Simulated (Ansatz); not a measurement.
# AsH₃OSe (SMILES [AsH2]O[SeH]): one structure at several levels

A test off equilibrium: a structure displaced at random from a GFN2-xTB minimum is computed at several levels, and each is set against CCSD(T).

The runs use Ansatz 0.2.0, Gaussian basis; single points in def2-TZVPP.

Correlated methods freeze the cores. Filled d shells of the heavier atoms are correlated.

**1. The system as given**

SMILES `[AsH2]O[SeH]`, 6 atoms, charge 0, spin multiplicity 1.

Atoms are counted from 1 here; the program's logs count them from 0.

Bond lengths: As1–O2 1.843 Å, As1–H4 1.532 Å, As1–H5 1.456 Å, O2–Se3 1.696 Å, Se3–H6 1.399 Å. Angles: O2–As1–H4 88.3°, O2–As1–H5 95.8°, H4–As1–H5 91.0°, As1–O2–Se3 122.0°, O2–Se3–H6 101.5°.

Coordinates:

```
As   -0.34940    0.23010   -1.28730
O     0.08810   -0.78750    0.18610
Se    1.60730   -0.68040    0.93330
H    -1.67660   -0.53080   -1.36210
H    -0.98000    1.30840   -0.53890
H     1.37500    0.30770    1.89620
```

**2. CCSD(T)/def2-TZVPP**

Contents of run/in.yaml:

```yaml
crystal:
  periodic: [false, false, false]
  atoms:
    - {symbol: As, position_ang: [-0.349400, 0.230100, -1.287300]}
    - {symbol: O, position_ang: [0.088100, -0.787500, 0.186100]}
    - {symbol: Se, position_ang: [1.607300, -0.680400, 0.933300]}
    - {symbol: H, position_ang: [-1.676600, -0.530800, -1.362100]}
    - {symbol: H, position_ang: [-0.980000, 1.308400, -0.538900]}
    - {symbol: H, position_ang: [1.375000, 0.307700, 1.896200]}
basis:
  gaussian: {orbitals: def2-TZVPP}
correlation: {method: ccsd_t}
output: {forces: true}
```

The command line of these runs was not kept.

**3. PBE0-D4/def2-TZVPP**

Edit run/in.yaml of step 2 so:

```diff
@@ -11,3 +11,3 @@
   gaussian: {orbitals: def2-TZVPP}
-correlation: {method: ccsd_t}
-output: {forces: true}
+hamiltonian: {xc: pbe0, dispersion: d4}
+output: {forces: true, orbitals: {seedname: orbitals}}
```

**4. wB97M-V/def2-TZVPP**

Edit run/in.yaml of step 3 so:

```diff
@@ -11,3 +11,3 @@
   gaussian: {orbitals: def2-TZVPP}
-hamiltonian: {xc: pbe0, dispersion: d4}
-output: {forces: true, orbitals: {seedname: orbitals}}
+hamiltonian: {xc: {name: wB97M-V}}
+output: {forces: true}
```

**5. r2SCAN-D4/def2-TZVPP**

Edit run/in.yaml of step 4 so:

```diff
@@ -11,3 +11,3 @@
   gaussian: {orbitals: def2-TZVPP}
-hamiltonian: {xc: {name: wB97M-V}}
+hamiltonian: {xc: r2scan, dispersion: d4}
 output: {forces: true}
```

**6. PBE-D4/def2-TZVPP**

Edit run/in.yaml of step 5 so:

```diff
@@ -11,3 +11,3 @@
   gaussian: {orbitals: def2-TZVPP}
-hamiltonian: {xc: r2scan, dispersion: d4}
+hamiltonian: {xc: pbe, dispersion: d4}
 output: {forces: true}
```

**7. CAM-B3LYP-D4/def2-TZVPP**

Edit run/in.yaml of step 6 so:

```diff
@@ -11,3 +11,3 @@
   gaussian: {orbitals: def2-TZVPP}
-hamiltonian: {xc: pbe, dispersion: d4}
+hamiltonian: {xc: {name: CAM-B3LYP}, dispersion: d4}
 output: {forces: true}
```

**8. BHLYP-D4/def2-TZVPP**

Edit run/in.yaml of step 7 so:

```diff
@@ -11,3 +11,3 @@
   gaussian: {orbitals: def2-TZVPP}
-hamiltonian: {xc: {name: CAM-B3LYP}, dispersion: d4}
+hamiltonian: {xc: {name: BHLYP}, dispersion: d4}
 output: {forces: true}
```

(Steps that only read results are left out.)

What does the calculation give? Wanted: energy less free atoms, CCSD(T)/def2-TZVPP; RMS force component; RMS force error; HOMO and LUMO, PBE0-D4; T1 diagnostic.

**Answer**, as computed:

| quantity | value |
| --- | --- |
| energy less free atoms, CCSD(T)/def2-TZVPP | -333.1 kcal/mol |
| RMS force component | 1.187 to 1.471 eV/Å over the methods |
| RMS force error | PBE0-D4 0.140, wB97M-V 0.060, r2SCAN-D4 0.132, PBE-D4 0.341, CAM-B3LYP-D4 0.098, BHLYP-D4 0.229 eV/Å |
| HOMO and LUMO, PBE0-D4 | -6.36 and -1.50 eV |
| T1 diagnostic | 0.012 |

What this shows: Against CCSD(T) the functionals' energies less atoms differ by -22.2 to +5.5 kcal/mol, PBE-D4 by -22.2 kcal/mol. A larger basis would deepen the CCSD(T) value, while the functionals are nearly converged already, so the order here is not reliable. For forces wB97M-V does best and PBE-D4 worst. Frozen-core CCSD(T) forces in triple zeta carry basis errors of their own, and this is one geometry, so small gaps rank nothing.
